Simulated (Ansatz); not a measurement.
**Cl₂H₂NSi radical: up Jacob's ladder to CCSD(T)**

Aim: compute Cl₂H₂NSi radical with functionals from several rungs and with coupled cluster. The yardstick is the atomisation energy at the CCSD(T) limit.

Method: functionals in def2-TZVPP, the program's frozen cores in correlated methods; program: Ansatz 0.2.0, Gaussian basis.

Levels to be run: LDA (SPW92), PBE-D4, revPBE-D4, BLYP-D4, r2SCAN-D4, B97M-V, PBE0-D4, B3LYP-D4, r2SCANh-D4, r2SCAN0-D4, HSE06-D4, BHLYP-D4, CAM-B3LYP-D4, LC-ωPBE, ωB97X-V, ωB97M-V, B2PLYP, PBE-QIDH; CCSD(T)/def2-SVP; CCSD(T)/def2-TZVPP; MP2/def2-QZVPP; extrapolation to the limit; RPA on PBE.

**1. The geometry**

An earlier PBE0-D4 in a triple-zeta def2 set relaxation fixed the geometry.

SMILES `N[Si](Cl)Cl`, 6 atoms, charge 0, spin multiplicity 2.

Atoms are counted from 1 here; the program's logs count them from 0.

Bond lengths: N1–Si2 1.704 Å, N1–H5 1.008 Å, N1–H6 1.008 Å, Si2–Cl3 2.060 Å, Si2–Cl4 2.060 Å. Angles: Si2–N1–H5 120.2°, Si2–N1–H6 120.1°, H5–N1–H6 112.7°, N1–Si2–Cl3 107.0°, N1–Si2–Cl4 107.0°, Cl3–Si2–Cl4 111.6°.

**2. LDA**

This LDA is Slater exchange with PW92 correlation.

in.yaml reads:

```yaml
crystal:
  periodic: [false, false, false]
  atoms:
    - {symbol: N, position_ang: [-0.044379, 0.895349, -0.153618]}
    - {symbol: Si, position_ang: [-0.339650, -0.701377, 0.363168]}
    - {symbol: Cl, position_ang: [1.300246, -1.294116, 1.459197]}
    - {symbol: Cl, position_ang: [-0.574056, -1.849602, -1.330486]}
    - {symbol: H, position_ang: [0.310886, 1.580233, 0.495221]}
    - {symbol: H, position_ang: [-0.610948, 1.305511, -0.879582]}
basis:
  gaussian: {orbitals: def2-TZVPP}
magnetization: {spin_polarized: true, initial_magnetization: 1}
hamiltonian: {xc: lda}
output: {orbitals: {seedname: orbitals}}
```

After this run come: PBE-D4 (GGA); revPBE-D4 (GGA); BLYP-D4 (GGA); r2SCAN-D4 (meta-GGA); B97M-V (meta-GGA); PBE0-D4 (hybrid); B3LYP-D4 (hybrid); r2SCANh-D4 (hybrid); r2SCAN0-D4 (hybrid); HSE06-D4 (hybrid); BHLYP-D4 (hybrid); CAM-B3LYP-D4 (range-separated); LC-ωPBE-D4 (range-separated); ωB97X-V (range-separated); ωB97M-V (range-separated); B2PLYP (double hybrid); PBE-QIDH (double hybrid); CCSD(T) in def2-SVP; CCSD(T) in def2-TZVPP; MP2 in def2-QZVPP; RPA on PBE orbitals.

**Question.** What will the summary of the whole plan be? Wanted: atomisation energy, CCSD(T)/CBS; farthest beyond LDA; mean size of error, GGA; mean size of error, meta-GGA; mean size of error, hybrid; mean size of error, range-separated; mean size of error, double hybrid; gap, smallest and largest; T1 diagnostic.

As calculated:

```
                               quantity                                                   value
        atomisation energy, CCSD(T)/CBS                                           1919.7 kJ/mol
  functionals within 9.6 kJ/mol (0.5 %)  revPBE-D4, BLYP-D4, B3LYP-D4, r2SCANh-D4, CAM-B3LYP-D4
                    farthest beyond LDA                                 BHLYP-D4 (-67.2 kJ/mol)
                mean size of error, GGA                                             18.9 kJ/mol
           mean size of error, meta-GGA                                             23.6 kJ/mol
             mean size of error, hybrid                                             19.8 kJ/mol
    mean size of error, range-separated                                             11.3 kJ/mol
      mean size of error, double hybrid                                             21.3 kJ/mol
              gap, smallest and largest                1.10 eV (LDA (SPW92)), 8.59 eV (LC-ωPBE)
                          T1 diagnostic                                                  0.0126
triples share of the correlation energy                                                   4.1 %
```

LDA overbinds by 307.0 kJ/mol (16 %). PBE-D4 misses by +54.6 kJ/mol. Double hybrids carry the basis error of their MP2 part in triple zeta, and no dispersion term here, so their miss is partly the set-up's. By mean error the best rung here is range-separated (11.3 kJ/mol) and the worst beyond LDA is meta-GGA (23.6 kJ/mol). The reference freezes the cores and leaves out relativity and excitations past (T), so misses under about 9.6 kJ/mol can't be ranked. Hartree-Fock recovers 69 % of the binding; the rest is correlation. CCSD(T) in def2-SVP is off by -213.7 kJ/mol, more than most functionals: a good method in a small basis is no reference. The gap grows from 1.1 to 8.6 eV across the functionals, mostly with the share of exact exchange.
